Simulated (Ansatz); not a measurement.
**B₂ClH₆NSi: a ladder of functionals and wavefunction methods**

The task here is to estimate one member of a computed series from the others.

Program: Ansatz 0.2.0, Gaussian basis. Level of theory: functionals in def2-TZVPP, the program's frozen cores in correlated methods. These are calculated values, not measurements.

Levels to be run: LDA (SPW92), PBE-D4, revPBE-D4, BLYP-D4, r2SCAN-D4, B97M-V, PBE0-D4, B3LYP-D4, r2SCANh-D4, r2SCAN0-D4, HSE06-D4, BHLYP-D4, CAM-B3LYP-D4, LC-ωPBE, ωB97X-V, ωB97M-V, B2PLYP, PBE-QIDH; CCSD(T)/def2-SVP; CCSD(T)/def2-TZVPP; MP2/def2-QZVPP; extrapolation to the limit; RPA on PBE.

### The geometry

All runs share one geometry, relaxed beforehand with PBE0-D4 in a triple-zeta def2 set.

SMILES `B[SiH](Cl)BN`, 11 atoms, charge 0, spin multiplicity 1.

Atoms are counted from 1 here; the program's logs count them from 0.

Bond lengths: B1–Si2 1.995 Å, B1–H6 1.194 Å, B1–H7 1.197 Å, Si2–Cl3 2.093 Å, Si2–B4 2.021 Å, Si2–H8 1.492 Å, B4–N5 1.380 Å, B4–H9 1.198 Å, N5–H10 1.007 Å, N5–H11 1.009 Å. Angles: Si2–B1–H6 123.4°, Si2–B1–H7 118.4°, H6–B1–H7 118.1°, B1–Si2–Cl3 112.2°, B1–Si2–B4 111.4°, B1–Si2–H8 109.2°, Cl3–Si2–B4 107.0°, Cl3–Si2–H8 106.1°, B4–Si2–H8 110.8°, Si2–B4–N5 118.0°, Si2–B4–H9 122.4°, N5–B4–H9 119.6°, B4–N5–H10 123.6°, B4–N5–H11 122.4°, H10–N5–H11 114.0°.

The first run:

Input file in.yaml:

```yaml
crystal:
  periodic: [false, false, false]
  atoms:
    - {symbol: B, position_ang: [-0.204234, 1.852951, 1.269719]}
    - {symbol: Si, position_ang: [-0.540789, -0.055267, 0.796505]}
    - {symbol: Cl, position_ang: [0.659408, -1.367298, 1.900962]}
    - {symbol: B, position_ang: [-0.162074, -0.409436, -1.156870]}
    - {symbol: N, position_ang: [0.821074, -1.326367, -1.470217]}
    - {symbol: H, position_ang: [0.714357, 2.211629, 1.943540]}
    - {symbol: H, position_ang: [-0.931700, 2.688611, 0.815541]}
    - {symbol: H, position_ang: [-1.952247, -0.402016, 1.134641]}
    - {symbol: H, position_ang: [-0.751667, 0.148777, -2.037207]}
    - {symbol: H, position_ang: [1.074663, -1.572083, -2.413489]}
    - {symbol: H, position_ang: [1.338708, -1.826403, -0.762623]}
basis:
  gaussian: {orbitals: def2-TZVPP}
hamiltonian: {xc: lda}
output: {orbitals: {seedname: orbitals}}
```

Run with:

```console
$ ansatz run in.yaml --threads 4 --pin off --events-out ev --progress --plain --max-ram 10444MiB
```

Among the steps run: LDA; PBE-D4 (GGA); revPBE-D4 (GGA); BLYP-D4 (GGA); r2SCAN-D4 (meta-GGA); B97M-V (meta-GGA); PBE0-D4 (hybrid); B3LYP-D4 (hybrid); r2SCANh-D4 (hybrid); r2SCAN0-D4 (hybrid); HSE06-D4 (hybrid); BHLYP-D4 (hybrid); CAM-B3LYP-D4 (range-separated); LC-ωPBE (range-separated); ωB97X-V (range-separated); ωB97M-V (range-separated); B2PLYP (double hybrid); PBE-QIDH (double hybrid).

One table of the session follows, with a row left open; its other results are not shown here.

It belongs to the step «Orbital energies across the functionals». 

| functional | HOMO (eV) | LUMO (eV) | gap (eV) |
| --- | --- | --- | --- |
| LDA (SPW92) | -6.51 | -3.67 | 2.84 |
| PBE-D4 | -6.41 | -3.40 | 3.01 |
| revPBE-D4 | -6.36 | -3.29 | 3.07 |
| BLYP-D4 | -6.28 | -3.22 | 3.06 |
| r2SCAN-D4 | -6.66 | -3.11 | 3.55 |
| B97M-V | -6.74 | -3.23 | 3.52 |
| PBE0-D4 | -7.59 | -2.46 | 5.13 |
| B3LYP-D4 | -7.39 | -2.65 | 4.75 |
| r2SCANh-D4 | -7.09 | -2.78 | 4.31 |
| r2SCAN0-D4 | -7.75 | -2.29 | 5.46 |
| HSE06-D4 | -7.19 | -2.84 | 4.35 |
| BHLYP-D4 | -8.70 | -1.42 | 7.28 |
| CAM-B3LYP-D4 | -8.91 | -1.34 | 7.57 |
| LC-ωPBE | -10.23 | -0.18 | 10.06 |
| ωB97X-V | ? | ? | ? |
| ωB97M-V | -9.69 | -0.52 | 9.17 |

Q: Estimate the row for ωB97X-V from the others.

The run gave: HOMO (eV): -9.89; LUMO (eV): -0.28; gap (eV): 9.61. In the column «HOMO (eV)» it lies between LC-ωPBE (-10.23) and ωB97M-V (-9.69).
